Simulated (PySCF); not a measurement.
**One shape, several levels: BGeH5 (SMILES [BH2][GeH3])**

Wanted: a comparison of 4 runs (BLYP/cc-pVDZ, PBE0/def2-SVP, PBE0/aug-cc-pVDZ, MP2/def2-SVP) of BGeH5. Input form: a Python script.

The calculation is run with PySCF 2.14.0.

### 1 Starting point

BGeH5 has 7 atoms, charge 0, and is taken as a singlet. SMILES: `[BH2][GeH3]`. Geometry: relaxed at PBE0-D4/def2-TZVP.

Bond lengths: B1–Ge2 2.057 Å, B1–H3 1.195 Å, B1–H4 1.194 Å, Ge2–H5 1.542 Å, Ge2–H6 1.542 Å, Ge2–H7 1.538 Å. Angles: B1–Ge2–H5 109.6°, B1–Ge2–H6 109.7°, B1–Ge2–H7 114.9°, Ge2–B1–H3 119.1°, Ge2–B1–H4 122.6°, H5–Ge2–H6 106.6°, H5–Ge2–H7 107.9°, H6–Ge2–H7 107.9°, H3–B1–H4 118.3°.

### 2 Energy and gradient at BLYP/cc-pVDZ (run 1)

job.py reads:

```python
import pyscf.grad
from pyscf import gto, dft

system = gto.Mole()
system.atom = '''
B    0.007500  -1.219800   0.268100
Ge   0.048900   0.786100  -0.183400
H   -1.044400  -1.784600   0.312800
H    0.997700  -1.849300   0.488600
H   -0.601100   1.019700  -1.562200
H   -0.799800   1.566200   0.840700
H    1.452500   1.413700  -0.210300
'''
system.basis = 'cc-pvdz'
system.max_memory = 1860
system.verbose = 4
system.build()

calc0 = dft.RKS(system)
calc0.xc = 'blyp'
calc0.conv_tol = 1e-10
calc0.grids.level = 5
calc0.kernel()
if not calc0.converged:
    calc0 = calc0.newton().run(calc0.mo_coeff, calc0.mo_occ)

etot = calc0.e_tot
print('E(%s) = %.9f' % ('BLYP', etot))
grad = calc0.Gradients().kernel()
calc0.analyze()
```

Launch:

```bash
OMP_NUM_THREADS=1 python job.py
```

Output:

```text
PySCF version 2.14.0

[... 75 lines left out ...]
converged SCF energy = -2104.79024145315
[... 26 lines left out ...]
MO #3   energy= -43.8390037863403  occ= 2
[... 8 lines left out ...]
MO #12  energy= -1.09440177328004  occ= 2
[... 8 lines left out ...]
MO #21  energy= -0.255086653586679 occ= 2
[... 8 lines left out ...]
MO #30  energy= 0.233864578150788  occ= 0
[... 8 lines left out ...]
MO #39  energy= 0.481118642514599  occ= 0
[... 8 lines left out ...]
MO #48  energy= 0.852733829251263  occ= 0
[... 8 lines left out ...]
MO #57  energy= 1.53139580200417   occ= 0
[... 8 lines left out ...]
MO #66  energy= 2.19243681197297   occ= 0
[... 76 lines left out ...]
Dipole moment(X, Y, Z, Debye): -0.01683, -0.40997,  0.09212
```

Wall time 23 s (1 thread of Intel Xeon at 2.70GHz, shared host); peak memory 0.66 GiB.

### 3 Energy and forces at PBE0/def2-SVP (run 2)

job.py reads:

```python
import pyscf.grad
from pyscf import gto, dft

mol = gto.M(
    atom='''
B        0.007500      -1.219800       0.268100
Ge       0.048900       0.786100      -0.183400
H       -1.044400      -1.784600       0.312800
H        0.997700      -1.849300       0.488600
H       -0.601100       1.019700      -1.562200
H       -0.799800       1.566200       0.840700
H        1.452500       1.413700      -0.210300
''',
    max_memory=1860,
    spin=0,
    basis='def2-svp',
    verbose=4,
)

myscf = dft.RKS(mol, xc='pbe0')
myscf.conv_tol = 1e-10
myscf.grids.level = 5
myscf.kernel()
if not myscf.converged:
    myscf = myscf.newton().run(myscf.mo_coeff, myscf.mo_occ)

etot = myscf.e_tot
print('E = %.10f Eh' % etot)
grad = myscf.Gradients().kernel()
myscf.analyze()
```

Launch:

```bash
OMP_NUM_THREADS=1 python job.py
```

Output:

```text
PySCF version 2.14.0

[... 97 lines left out ...]
MO #1   energy= -399.043782541661  occ= 2
[... 9 lines left out ...]
MO #11  energy= -1.22342233822009  occ= 2
[... 9 lines left out ...]
MO #21  energy= -0.307414984662885 occ= 2
[... 9 lines left out ...]
MO #31  energy= 0.278263220620932  occ= 0
[... 9 lines left out ...]
MO #41  energy= 0.581390642565051  occ= 0
[... 9 lines left out ...]
MO #51  energy= 1.3710839789495    occ= 0
[... 9 lines left out ...]
MO #61  energy= 1.91939066794356   occ= 0
[... 9 lines left out ...]
MO #71  energy= 2.74295278044152   occ= 0
[... 81 lines left out ...]
Dipole moment(X, Y, Z, Debye): -0.00454, -0.48680,  0.11074
```

It took 28 s on 1 thread of Intel Xeon at 2.70GHz, shared host; peak memory 0.7 GiB.

Run 3 isn't shown in full; the table further down has it.

### 4 Energy and gradient at MP2/def2-SVP (run 4)

start.xyz reads:

```xyz
7

B      0.007500    -1.219800     0.268100
Ge     0.048900     0.786100    -0.183400
H     -1.044400    -1.784600     0.312800
H      0.997700    -1.849300     0.488600
H     -0.601100     1.019700    -1.562200
H     -0.799800     1.566200     0.840700
H      1.452500     1.413700    -0.210300
```

run.py reads:

```python
from pyscf import gto, scf, mp

mol = gto.Mole()
mol.atom = 'start.xyz'
mol.basis = 'def2-svp'
mol.max_memory = 1860
mol.spin = 0
mol.charge = 0
mol.verbose = 3
mol.build()

mf = scf.RHF(mol)
mf.conv_tol = 1e-10
mf.kernel()
if not mf.converged:
    mf = mf.newton().run(mf.mo_coeff, mf.mo_occ)

pt = mp.MP2(mf, frozen=10).run()
etot = pt.e_tot
print(f'total energy: {etot:.8f} hartree')
grad = pt.nuc_grad_method().kernel()
mf.analyze()
```

Launch:

```bash
OMP_NUM_THREADS=1 python run.py
```

Output:

```text
converged SCF energy = -2102.63260072487
[... 21 lines left out ...]
MO #8   energy= -5.14578687400518  occ= 2
[... 8 lines left out ...]
MO #17  energy= -0.654679209375317 occ= 2
[... 8 lines left out ...]
MO #26  energy= 0.232280947789717  occ= 0
[... 8 lines left out ...]
MO #35  energy= 0.513608994015344  occ= 0
[... 8 lines left out ...]
MO #44  energy= 1.06298038317057   occ= 0
[... 8 lines left out ...]
MO #53  energy= 1.76061648454564   occ= 0
[... 8 lines left out ...]
MO #62  energy= 2.21442443925194   occ= 0
[... 8 lines left out ...]
MO #71  energy= 3.10755612523785   occ= 0
[... 8 lines left out ...]
Dipole moment(X, Y, Z, Debye):  0.05837, -0.67370,  0.15906
```

Wall time 9 s (1 thread of Intel Xeon at 2.70GHz, shared host); peak memory 0.48 GiB.

### 5 All runs side by side

```
run             level  integration grid  frozen core orbitals   energy (Eh)  dipole moment (D) of the reference  HOMO energy (eV)  LUMO energy (eV)  wall time
  1      BLYP/cc-pVDZ                 5                     –  -2104.790241                                0.42             -6.94             -3.14       23 s
  2     PBE0/def2-SVP                 5                     –  -2104.215294                                0.50             -8.37             -2.39       28 s
  3  PBE0/aug-cc-pVDZ                 5                     –  -2104.466656                                0.47             -8.36             -2.42       47 s
  4      MP2/def2-SVP                 –                    10  -2102.955344                                0.69            -11.23              1.25        9 s
```

### 6 Outcome

| quantity | value |
| --- | --- |
| run 4: total energy | -2102.95534 Eh |
| run 4: dipole moment (Hartree–Fock density) | 0.69 D |
| run 4: HOMO energy (Hartree–Fock orbitals) | -11.23 eV |
| run 4: LUMO energy (Hartree–Fock orbitals) | 1.25 eV |
| run 4: HOMO–LUMO gap (Hartree–Fock orbitals) | 12.49 eV |
| run 4: correlation energy (10 core orbitals frozen) | -322.7 mEh |
| run 4: largest force on an atom | 0.370 eV/Å |

**Reading.** Over runs 1, 2, 3 the dipole moment (its size) runs from 0.42 D (BLYP/cc-pVDZ) to 0.50 D (PBE0/def2-SVP). The two ends differ in method and basis. Over runs 1, 2, 3 the HOMO–LUMO gap runs from 3.80 eV (BLYP/cc-pVDZ) to 5.98 eV (PBE0/def2-SVP). Totals of different functionals can't be ranked against each other. All runs together took 1.8 min, the longest 47 s.
